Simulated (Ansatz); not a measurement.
Which YAML input does this script hand to the engine? (Ansatz 0.2.0, Python API)

Script `opt_clfhosn.py`:
```python
import itertools
import warnings

import ansatz as az
from ase import Atoms
from ase.data import atomic_numbers, covalent_radii
import numpy as np

BASIS = "def2-SVP"
FUNCTIONAL = "HF"

warnings.simplefilter("ignore", az.DeckWarning)

atoms = Atoms(["O", "Sn", "F", "Cl", "H"], positions=[
    [-0.2114, 0.412, -1.446],
    [0.4444, -0.6906, -0.0051],
    [1.7519, 0.3006, 0.9892],
    [-1.239, -1.2992, 1.4264],
    [-0.696, 1.2034, -1.0059],
])
molecule = az.Crystal.molecule_from_ase(atoms)

base = (
    molecule.calculation()
    .basis(gaussian=BASIS)
    .functional(FUNCTIONAL)
    .spin("collinear", total=1)
)
symbols = [site.symbol for site in molecule.cartesian_sites]
start = np.array([site.position_ang for site in molecule.cartesian_sites], dtype=float)
def progress(event):
    if event["event"] == "relax_step":
        row = event["data"]
        print(f"step {row['step']:3d}  E = {row['lagrangian_ev']:.6f} eV  largest force component {row['allowed_force_max_ev_ang']:.4f} eV/A")


summary = base.relax(force_tolerance=0.02, max_steps=100).session().plan().execute(on_event=progress).report
end = np.array(summary["positions_ang"])

print(f"E = {summary['free_energy_ev']:.6f} eV = {summary['free_energy_ev'] / 27.211386246:.7f} Ha")
print("converged:", summary["converged"], " doubts:", summary["published_state_doubts"] or "none")

radius = [covalent_radii[atomic_numbers[s]] for s in symbols]
span = lambda where, i, j: np.linalg.norm(where[i] - where[j])
bonded = [(i, j) for i, j in itertools.combinations(range(len(symbols)), 2) if min(span(start, i, j), span(end, i, j)) < 1.2 * (radius[i] + radius[j])]
print("pair        before    after (A)")
for i, j in bonded:
    print(f"{symbols[i]}{i}-{symbols[j]}{j}".ljust(10), f"{span(start, i, j):8.4f} {span(end, i, j):8.4f}")
for first, second in list(itertools.combinations(bonded, 2)):
    shared = set(first) & set(second)
    if shared and symbols[(j := shared.pop())] != "H":
        i, k = sorted((set(first) | set(second)) - {j})
        u, v = end[i] - end[j], end[k] - end[j]
        angle = np.degrees(np.arccos(np.clip(u @ v / np.linalg.norm(u) / np.linalg.norm(v), -1, 1)))
        print(f"final angle {symbols[i]}{i}-{symbols[j]}{j}-{symbols[k]}{k}: {angle:.2f} deg")
with open("clfhosn_opt.xyz", "w") as handle:
    handle.write(f"{len(symbols)}\nrelaxed ClFHOSn\n")
    handle.writelines(f"{s:2s} {x:11.6f} {y:11.6f} {z:11.6f}\n" for s, (x, y, z) in zip(symbols, end))
```

```console
$ python opt_clfhosn.py
step   1  E = -23061.522587 eV  largest force component 3.4038 eV/A
step   2  E = -23061.755555 eV  largest force component 1.0008 eV/A
step   3  E = -23061.807322 eV  largest force component 0.3295 eV/A
step   4  E = -23061.812366 eV  largest force component 0.1374 eV/A
step   5  E = -23061.815622 eV  largest force component 0.5476 eV/A
step   6  E = -23061.822747 eV  largest force component 0.0825 eV/A
step   7  E = -23061.823493 eV  largest force component 0.4486 eV/A
step   8  E = -23061.823779 eV  largest force component 0.5094 eV/A
step   9  E = -23061.798991 eV  largest force component 1.7612 eV/A
step  10  E = -23061.828747 eV  largest force component 0.3038 eV/A
step  11  E = -23061.829218 eV  largest force component 0.2808 eV/A
step  12  E = -23061.787218 eV  largest force component 1.9769 eV/A
step  13  E = -23061.831683 eV  largest force component 0.1108 eV/A
step  14  E = -23061.832126 eV  largest force component 0.0443 eV/A
step  15  E = -23061.831700 eV  largest force component 0.0934 eV/A
step  16  E = -23061.832246 eV  largest force component 0.0111 eV/A
E = -23061.832246 eV = -847.5067032 Ha
converged: True  doubts: none
pair        before    after (A)
O0-Sn1       1.9292   1.9481
O0-H4        1.0271   0.9482
Sn1-F2       1.9185   1.9201
Sn1-Cl3      2.2920   2.3478
final angle Sn1-O0-H4: 116.58 deg
final angle O0-Sn1-F2: 102.56 deg
final angle O0-Sn1-Cl3: 109.80 deg
final angle F2-Sn1-Cl3: 106.21 deg
```

`input.yaml`:
```yaml
crystal:
  periodic: [false, false, false]
  atoms:
    - { symbol: O, position_ang: [-0.2114, 0.412, -1.446] }
    - { symbol: Sn, position_ang: [0.4444, -0.6906, -0.0051] }
    - { symbol: F, position_ang: [1.7519, 0.3006, 0.9892] }
    - { symbol: Cl, position_ang: [-1.239, -1.2992, 1.4264] }
    - { symbol: H, position_ang: [-0.696, 1.2034, -1.0059] }
basis:
  gaussian:
    orbitals: def2-SVP
hamiltonian:
  xc: hf
magnetization:
  spin_polarized: true
  initial_magnetization: 1.0
relax:
  f_tol: 0.02
  max_steps: 100
```

Reading the output:
- Total energies depend on the basis set; only differences at equal settings carry meaning.
- The end point is the stationary point reached from this start; no frequency run checks that it is a minimum, and the basis set is modest.
- def2 sets replace the cores of elements past krypton by effective core potentials.
- The species is open-shell (spin multiplicity 2).
- The whole script took 40 s on 1 thread of Intel(R) Xeon(R) Platinum 8488C (Sapphire Rapids), on a shared host, peak memory 0.27 GiB.

(Lines on the test bed's own set-up are left out of the output.)
